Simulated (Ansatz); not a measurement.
# CH4BCl2FO: the cost of one run

Program: Ansatz 0.2.0. Level of theory: RKS CAM-B3LYP-D4/cc-pVDZ. These are calculated values, not measurements.

### Step 1. Starting point

Bond lengths: B1–F2 1.670 Å, B1–Cl3 1.860 Å, B1–Cl4 1.860 Å, B1–O5 1.710 Å, O5–C6 1.420 Å, C6–H7 1.110 Å, C6–H8 1.110 Å, C6–H9 1.110 Å, F2–H10 1.041 Å, O5–H10 1.132 Å. Angles (14 of 17 angles, heavy atoms first): F2–B1–Cl3 120.0°, F2–B1–Cl4 120.0°, F2–B1–O5 71.6°, Cl3–B1–Cl4 120.0°, Cl3–B1–O5 97.0°, Cl4–B1–O5 101.2°, B1–O5–C6 125.0°, B1–F2–H10 80.7°, B1–O5–H10 76.7°, C6–O5–H10 140.3°, O5–C6–H7 109.5°, O5–C6–H8 109.5°, O5–C6–H9 109.5°, F2–H10–O5 131.0°.

Coordinates:

```xyz
10

B     0.0000    0.0000    0.0000
F     0.0000    0.0000    1.6700
Cl    1.6108    0.0000   -0.9300
Cl   -1.6108    0.0000   -0.9300
O     0.0715   -1.6212    0.5392
C    -0.5794   -2.7171   -0.0867
H     0.1085   -3.5877   -0.1182
H    -1.4893   -2.9859    0.4895
H    -0.8668   -2.4357   -1.1212
H     0.0453   -1.0266    1.5024
```

### Step 2. Pulling towards end A

Springs on the bonds that form and break draw the guess towards this end; the thresholds are loose.

The input, input.yaml:

```yaml
crystal:
  periodic: [false, false, false]
  atoms:
    - { symbol: B, position_ang: [0.0, 0.0, 0.0] }
    - { symbol: F, position_ang: [0.0, 0.0, 1.67] }
    - { symbol: Cl, position_ang: [1.6108, 0.0, -0.93] }
    - { symbol: Cl, position_ang: [-1.6108, 0.0, -0.93] }
    - { symbol: O, position_ang: [0.0715, -1.6212, 0.5392] }
    - { symbol: C, position_ang: [-0.5794, -2.7171, -0.0867] }
    - { symbol: H, position_ang: [0.1085, -3.5877, -0.1182] }
    - { symbol: H, position_ang: [-1.4893, -2.9859, 0.4895] }
    - { symbol: H, position_ang: [-0.8668, -2.4357, -1.1212] }
    - { symbol: H, position_ang: [0.0453, -1.0266, 1.5024] }
basis:
  gaussian: { orbitals: cc-pVDZ }
hamiltonian:
  xc: cam_b3lyp
  dispersion: d4
relax:
  f_tol: 0.15
  max_steps: 25
  restrain:
    - { distance: [0, 4], at: 2.61, k: 30.0 }
    - { distance: [9, 1], at: 2.12, k: 30.0 }
    - { distance: [0, 1], at: 1.32, k: 30.0 }
    - { distance: [9, 4], at: 1.01, k: 30.0 }
```

On the command line:

```console
$ ansatz run input.yaml --threads 4 --pin off --max-ram 5120MiB --backend cpu --events-out ev --progress --plain --runs-dir out
```

Q: Estimate wall time and peak memory on 4 threads of Arm Neoverse V2, shared host.

About 35 s, with a peak of 0.34 GiB.
